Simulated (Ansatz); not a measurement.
# C₄H₂Cl₂Si: basis-set convergence

The task here is to estimate one member of a computed series from the others.

Method: one geometry, several basis sets; program: Ansatz 0.2.0, Gaussian basis.

The runs, in order: PBE0-D4/def2-SVP; ωB97M-V/def2-SVP; PBE0-D4/def2-QZVPP; ωB97M-V/def2-QZVPP; the functionals' def2-TZVPP values are taken from earlier runs.

## The relaxed structure

The geometry comes from an earlier relaxation with PBE0-D4 in a triple-zeta def2 set; it is a stationary point, not always the lowest conformer.

9 atoms, charge 0, spin multiplicity 1.

Atoms are counted from 1 here; the program's logs count them from 0.

Bond lengths: C1–C2 1.205 Å, C1–H8 1.066 Å, C2–Si3 1.804 Å, Si3–Cl4 2.033 Å, Si3–Cl5 2.033 Å, Si3–C6 1.804 Å, C6–C7 1.205 Å, C7–H9 1.066 Å. Angles: C2–C1–H8 179.9°, C1–C2–Si3 179.8°, C2–Si3–Cl4 109.2°, C2–Si3–Cl5 109.2°, C2–Si3–C6 110.7°, Cl4–Si3–Cl5 109.2°, Cl4–Si3–C6 109.2°, Cl5–Si3–C6 109.2°, Si3–C6–C7 179.8°, C6–C7–H9 179.9°.

As a file:

```mol
C4H2Cl2Si
  3D, bonds by distance, orders not assigned

  9  8  0  0  0  0  0  0  0  0999 V2000
    0.5893   -2.5178    0.4363 C   0  0
    0.4206   -1.4392   -0.0735 C   0  0
    0.1660    0.1786   -0.8306 Si  0  0
   -1.1742    0.0040   -2.3492 Cl  0  0
    1.9327    0.8553   -1.5746 Cl  0  0
   -0.4598    1.3595    0.3816 C   0  0
   -0.8775    2.1450    1.1940 C   0  0
    0.7389   -3.4728    0.8865 H   0  0
   -1.2474    2.8410    1.9122 H   0  0
  1  2  8  0
  2  3  8  0
  3  4  8  0
  3  5  8  0
  3  6  8  0
  6  7  8  0
  1  8  8  0
  7  9  8  0
M  END
```

The first run:

in.yaml

```yaml
crystal:
  periodic: [false, false, false]
  atoms:
    - {symbol: C, position_ang: [0.589281, -2.517791, 0.436314]}
    - {symbol: C, position_ang: [0.420593, -1.439249, -0.073481]}
    - {symbol: Si, position_ang: [0.166017, 0.178620, -0.830623]}
    - {symbol: Cl, position_ang: [-1.174220, 0.004024, -2.349152]}
    - {symbol: Cl, position_ang: [1.932726, 0.855331, -1.574562]}
    - {symbol: C, position_ang: [-0.459783, 1.359477, 0.381617]}
    - {symbol: C, position_ang: [-0.877512, 2.145040, 1.194017]}
    - {symbol: H, position_ang: [0.738904, -3.472786, 0.886521]}
    - {symbol: H, position_ang: [-1.247406, 2.841036, 1.912249]}
basis:
  gaussian: {orbitals: def2-SVP}
hamiltonian: {xc: pbe0, dispersion: d4}
output: {orbitals: {seedname: orbitals}}
```

Among the steps run: PBE0-D4 in def2-SVP; ωB97M-V in def2-SVP; PBE0-D4 in def2-QZVPP; ωB97M-V in def2-QZVPP.

One table of the session follows, with a row left open; its other results are not shown here.

It belongs to the step «Density functionals: the series». 

| functional | basis | HOMO (eV) |
| --- | --- | --- |
| PBE0-D4 | def2-SVP | -8.57 |
| PBE0-D4 | def2-TZVPP | ? |
| PBE0-D4 | def2-QZVPP | -8.64 |
| ωB97M-V | def2-SVP | -10.78 |
| ωB97M-V | def2-TZVPP | -10.85 |
| ωB97M-V | def2-QZVPP | -10.87 |

Q: Estimate the row for PBE0-D4, def2-TZVPP from the others.

The run gave: HOMO (eV): -8.62. In the column «HOMO (eV)» it lies between PBE0-D4, def2-QZVPP (-8.64) and PBE0-D4, def2-SVP (-8.57).
